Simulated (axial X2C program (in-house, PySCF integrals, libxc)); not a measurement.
# LuF⁺: properties at the nuclei

Aim: properties at the nuclei of LuF⁺, with spin–orbit coupling in the Hamiltonian from the start.

Computed with an in-house X2C program for linear molecules on PySCF integrals. Level: two-component X2C with atomic mean-field terms, Lu dyall-cv3z, F dyall-av3z.

All values are calculated.

**1. Set-up**

Contents of task.json:

```json
{"zs": [71, 9], "q": 1, "bas": ["dyall-cv3z", "dyall-av3z"], "r0": 2.26, "levels": ["PBE0", "HF", "TPSSh", "BP86", "PBE"], "nst": 3}
```

Keys: zs atomic numbers; q charge; bas basis sets; r0 starting distance in Å; levels methods (HF also brings MP2); nst determinants followed.

On the command line:

```bash
$ python soeom.py task.json out
```

After this run come: Expectation values, lowest determinant; Expectation values, a higher determinant; Expectation values, a higher determinant.

**Question.** What will these runs give? Wanted: lowest determinant; Eeff magnitude; Ws magnitude Lu; A∥/gI Lu; qzz Lu; higher determinant (for each run or level that gives them).

The runs gave:

| quantity | value |
| --- | --- |
| lowest determinant | Ω = 1/2 (excess of +ω over −ω: ω = 1/2) |
| Eeff magnitude (GV/cm), PBE0 | 23.5 |
| Ws magnitude Lu (kHz), PBE0 | 41.8 |
| A∥/gI Lu (MHz), PBE0 | 13400 |
| qzz Lu (a.u.), PBE0 | -5.99 |
| higher determinant | Ω = 3/2 (excess of +ω over −ω: ω = 3/2) |
| Eeff magnitude (GV/cm), PBE0, higher determinant | 1.33 |
| Ws magnitude Lu (kHz), PBE0, higher determinant | 0.618 |
| A∥/gI Lu (MHz), PBE0, higher determinant | 843 |
| qzz Lu (a.u.), PBE0, higher determinant | -2.53 |
| higher determinant | Ω = 5/2 (excess of +ω over −ω: ω = 5/2) |
| Eeff magnitude (GV/cm), PBE0, higher determinant | 0.807 |
| Ws magnitude Lu (kHz), PBE0, higher determinant | 0.266 |
| A∥/gI Lu (MHz), PBE0, higher determinant | -10.6 |
| qzz Lu (a.u.), PBE0, higher determinant | -2.75 |

In the first state, the effective field runs from 21.1 to 30.1 GV/cm over the mean-field levels. The expectation values come from single determinants, which for open shells can mix terms of unlike spin or miss the lowest Ω, so a determinant need not be a state. Eeff is the effective electric field on the electron dipole moment in this Ω state and Ws the scalar–pseudoscalar constant (defined with the proton number Z and per Ω); A∥ is the parallel hyperfine constant, which follows by multiplying with the nuclear g factor gI = μI/(I μN); qzz is the electric field gradient, eQq0 = 234.96 MHz × Q/barn × qzz. The operators were transformed with the bare-nucleus X2C matrices.
